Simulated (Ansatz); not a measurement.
**C₂H₄BFO: small, medium and large basis sets**

An exercise on one series of results from a longer session: the logs are not shown, and one member is left open.

The runs use Ansatz 0.2.0, Gaussian basis; one geometry, several basis sets.

Plan: PBE0-D4/def2-SVP; ωB97M-V/def2-SVP; PBE0-D4/def2-QZVPP; ωB97M-V/def2-QZVPP; the functionals' def2-TZVPP values are taken from earlier runs.

### Structure used throughout

An earlier PBE0-D4 in a triple-zeta def2 set relaxation fixed the geometry.

SMILES `C=C(O)BF`, 9 atoms, charge 0, spin multiplicity 1.

Atoms are counted from 1 here; the program's logs count them from 0.

Bond lengths: C1–C2 1.339 Å, C1–H6 1.081 Å, C1–H7 1.087 Å, C2–O3 1.356 Å, C2–B4 1.553 Å, O3–H8 0.963 Å, B4–F5 1.319 Å, B4–H9 1.197 Å. Angles: C2–C1–H6 119.4°, C2–C1–H7 123.1°, H6–C1–H7 117.5°, C1–C2–O3 124.6°, C1–C2–B4 118.7°, O3–C2–B4 116.7°, C2–O3–H8 109.8°, C2–B4–F5 120.4°, C2–B4–H9 121.1°, F5–B4–H9 118.5°.

The first run:

File in.yaml:

```yaml
crystal:
  periodic: [false, false, false]
  atoms:
    - {symbol: C, position_ang: [1.237262, 0.012465, -0.057218]}
    - {symbol: C, position_ang: [-0.076058, -0.241185, -0.116851]}
    - {symbol: O, position_ang: [-0.620197, -1.361215, -0.654731]}
    - {symbol: B, position_ang: [-1.065734, 0.805015, 0.464055]}
    - {symbol: F, position_ang: [-2.366565, 0.588602, 0.423432]}
    - {symbol: H, position_ang: [1.580451, 0.934750, 0.391224]}
    - {symbol: H, position_ang: [1.991568, -0.669534, -0.441435]}
    - {symbol: H, position_ang: [0.078507, -1.937325, -0.982888]}
    - {symbol: H, position_ang: [-0.670634, 1.822128, 0.957212]}
basis:
  gaussian: {orbitals: def2-SVP}
hamiltonian: {xc: pbe0, dispersion: d4}
output: {orbitals: {seedname: orbitals}}
```

On the command line:

```
$ ansatz run in.yaml --threads 2 --pin off --events-out ev --progress --plain --max-ram 4352MiB
```

Among the steps run: PBE0-D4 in def2-SVP; ωB97M-V in def2-SVP; PBE0-D4 in def2-QZVPP; ωB97M-V in def2-QZVPP.

One of the session's tables, all rows but one given; the rest of the session is left out.

It belongs to the step «Density functionals: the series». 

```
functional       basis  HOMO (eV)
   PBE0-D4    def2-SVP      -7.18
   PBE0-D4  def2-TZVPP      -7.33
   PBE0-D4  def2-QZVPP      -7.37
   ωB97M-V    def2-SVP          ?
   ωB97M-V  def2-TZVPP      -9.54
   ωB97M-V  def2-QZVPP      -9.58
```

**Question.** Estimate the row for ωB97M-V, def2-SVP.

**Answer.** HOMO (eV): -9.36. In the column «HOMO (eV)» it lies between ωB97M-V, def2-TZVPP (-9.54) and PBE0-D4, def2-QZVPP (-7.37).
